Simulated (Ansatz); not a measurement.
# TiSiH₃+ (triplet): wave-function methods side by side at a displaced geometry (v2), def2-SVP

An exercise on one series of results from a longer session: the logs are not shown, and one member is left open.

The runs use Ansatz 0.2.0, Gaussian basis; def2-SVP, core rule «outside noble gas», up to 14 orbitals frozen.

The runs, in order: UHF; CCSD(T) on ROHF; CCSD(T) on UHF; CISD as a restricted active space (open shells left free, so some higher excitations enter); CCSDT(Q) on ROHF; CCSDT(Q) on UHF.

21 further runs of the same task are left out: 10 that didn't finish, 11 set aside as unsound or not needed. Runs told in other sessions of the task aren't counted.

## The system

The geometry is a PBE0/def2-TZVP stationary point (not a proven minimum) with its atoms shifted at random (size 0.100 Å).

5 atoms, charge 1, spin multiplicity 3.

Atoms are counted from 1 here; the program's logs count them from 0.

Bond lengths: Ti1–Si2 2.448 Å, Si2–H3 1.541 Å, Si2–H4 1.518 Å, Si2–H5 1.538 Å. Angles: Ti1–Si2–H3 110.1°, Ti1–Si2–H4 114.1°, Ti1–Si2–H5 109.5°, H3–Si2–H4 104.4°, H3–Si2–H5 104.4°, H4–Si2–H5 113.8°.

The first run:

Input file in.yaml:

```yaml
crystal:
  periodic: [false, false, false]
  atoms:
    - {symbol: Ti, position_ang: [-0.984904, 0.018880, 0.025260]}
    - {symbol: Si, position_ang: [1.461820, -0.020883, -0.034709]}
    - {symbol: H, position_ang: [1.966534, -1.477219, -0.048555]}
    - {symbol: H, position_ang: [2.122183, 0.596076, 1.185140]}
    - {symbol: H, position_ang: [1.951762, 0.566445, -1.369028]}
basis:
  gaussian: {orbitals: def2-SVP}
total_charge: 1
magnetization: {spin_polarized: true, initial_magnetization: 2}
hamiltonian: {xc: hf}
output: {orbitals: {seedname: orbitals}}
```

Launch:

```console
> ansatz run in.yaml --threads 1 --pin off --events-out ev --progress --plain --max-ram 2393MiB
```

Among the steps run: UHF; CCSD(T) on ROHF; CCSD(T) on UHF; CISD as a restricted active space (open shells left free, so some higher excitations enter); CCSDT(Q) on ROHF; CCSDT(Q) on UHF.

One table of the session follows, with a row left open; its other results are not shown here.

It belongs to the step «Misses and costs». 

```
   method  from RCCSDT(Q) (meV)
     ROHF               +4685.1
      UHF                     ?
     RMP2               +1095.6
     UMP2               +1024.0
     CISD                +475.9
    RCCSD                +175.1
    UCCSD                +108.8
 RCCSD(T)                 +46.8
 UCCSD(T)                 -18.3
   RCCSDT                  +6.6
   UCCSDT                 -54.8
RCCSDT(Q)                     0
UCCSDT(Q)                 -61.2
```

**Question.** Estimate the row for UHF.

The run gave: from RCCSDT(Q) (meV): +4598.2. In the column «from RCCSDT(Q) (meV)» it lies between RMP2 (+1095.6) and ROHF (+4685.1).

To keep in mind: Restricted and unrestricted rows rest on different reference determinants; a gap between their highest levels can come from leftover correlation error, from unlike frozen cores or from another state.
